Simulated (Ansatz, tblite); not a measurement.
# The cluster BiB10−: a ladder of methods and basis sets

How do method and basis change the picture of the cluster BiB10− (singlet)?

Method: as each input shows; program: Ansatz 0.2.0, Gaussian basis.

The runs, in order: GFN1-xTB, GFN2-xTB, PBE-D4/def2-TZVPD, r2SCAN-D4/def2-TZVPD, LDA/def2-TZVPD, B97M-V/def2-TZVPD, r2SCANh-D4/def2-TZVPD, MP2/def2-SVPD, RPA/def2-SVPD.

3 further runs of the same task are left out: 3 set aside as unsound or not needed. Runs told in other sessions of the task aren't counted.

**1. The geometry**

The singlet was relaxed beforehand with PBE-D4/def2-SVPD. At that level it is the lowest of the isomers that a small search found.

11 atoms, charge -1, spin multiplicity 1.

Bond lengths: Bi1–B4 2.304 Å, Bi1–B6 2.250 Å, B2–B4 1.693 Å, B2–B5 1.656 Å, B2–B6 1.707 Å, B2–B7 1.690 Å, B2–B8 1.940 Å, B2–B11 1.699 Å, B3–B5 1.670 Å, B3–B8 1.636 Å, B3–B10 1.582 Å, B4–B6 1.789 Å, B4–B11 1.613 Å, B5–B7 1.720 Å, B5–B8 1.758 Å, B5–B9 1.671 Å, B5–B10 1.665 Å, B6–B7 1.691 Å and more. Angles: B4–Bi1–B6 46.2°, B4–B2–B5 147.3°, B4–B2–B6 63.5°, B4–B2–B7 122.4°, B4–B2–B8 107.6°, B4–B2–B11 56.8°, B5–B2–B6 116.2°, B5–B2–B7 61.9°, B5–B2–B8 57.9°, B5–B2–B11 105.8°, B6–B2–B7 59.7°, B6–B2–B8 155.5°, B6–B2–B11 118.2°, B7–B2–B8 119.8°, B7–B2–B11 157.2°, B8–B2–B11 51.4°, B5–B3–B8 64.3°, B5–B3–B10 61.5° and more.

Bi takes a core potential in the def2 sets. No spin-orbit coupling is included. The ion is computed in the gas phase, without counter-ions or solvent.

PBE0-D4/def2-TZVPD was run before; its log isn't repeated, and its numbers join the tables.

**2. GFN1-xTB**

Tight binding, by tblite at 300 K electronic temperature and without a spin-polarisation term:

```python
tblite.interface.Calculator('GFN1-xTB', numbers, positions, charge=-1, uhf=0).singlepoint()
```

Energy -442.9634 eV, HOMO -3.72 eV, LUMO -3.07 eV; 0.008 s.

**3. GFN2-xTB**

Tight binding, by tblite at 300 K electronic temperature and without a spin-polarisation term:

```python
tblite.interface.Calculator('GFN2-xTB', numbers, positions, charge=-1, uhf=0).singlepoint()
```

Energy -391.0189 eV, HOMO -0.65 eV, LUMO 0.11 eV; 0.011 s.

**4. PBE-D4/def2-TZVPD**

start.molden holds the orbitals of an earlier run on this state, given as this run's starting guess.

The input, in.yaml:

```yaml
crystal:
  periodic: [false, false, false]
  atoms:
    - {symbol: Bi, position_ang: [-3.868260, 0.075319, 0.274258]}
    - {symbol: B, position_ang: [-0.413871, 0.240013, -0.370285]}
    - {symbol: B, position_ang: [2.480629, 0.577939, -0.063887]}
    - {symbol: B, position_ang: [-1.818897, 1.097853, 0.023778]}
    - {symbol: B, position_ang: [1.072833, -0.300516, 0.119814]}
    - {symbol: B, position_ang: [-1.755456, -0.686245, 0.135184]}
    - {symbol: B, position_ang: [-0.235282, -1.406566, -0.036426]}
    - {symbol: B, position_ang: [1.091971, 1.439249, -0.133760]}
    - {symbol: B, position_ang: [1.286622, -1.954202, 0.009086]}
    - {symbol: B, position_ang: [2.586762, -0.992151, 0.097471]}
    - {symbol: B, position_ang: [-0.427041, 1.909297, -0.055222]}
basis:
  gaussian: {orbitals: def2-TZVPD, initial_orbitals: start.molden}
total_charge: -1
hamiltonian: {xc: pbe, dispersion: d4}
scf: {omitted_lower_state_checks: [starts]}
output: {forces: true, orbitals: {seedname: orbitals}}
```

Started as:

```console
$ ansatz run in.yaml --threads 4 --pin off --events-out ev --progress --plain --max-ram 4787MiB
```

The runs that follow: r2SCAN-D4/def2-TZVPD; LDA/def2-TZVPD; B97M-V/def2-TZVPD; r2SCANh-D4/def2-TZVPD; MP2/def2-SVPD; RPA/def2-SVPD.

Q: Predict the results of all the runs planned. Wanted: gap in def2-TZVPD, named functionals, smallest and largest; correlation energy, MP2/def2-SVPD.

**Answer**, as computed:

| quantity | value |
| --- | --- |
| gap in def2-TZVPD, named functionals, smallest and largest | 0.60 eV (LDA), 1.75 eV (PBE0-D4) |
| correlation energy, MP2/def2-SVPD | -28.42 eV |

In words: Orbital gaps of the named functionals in def2-TZVPD span 0.60 eV (LDA) to 1.75 eV (PBE0-D4); exact exchange widens it.
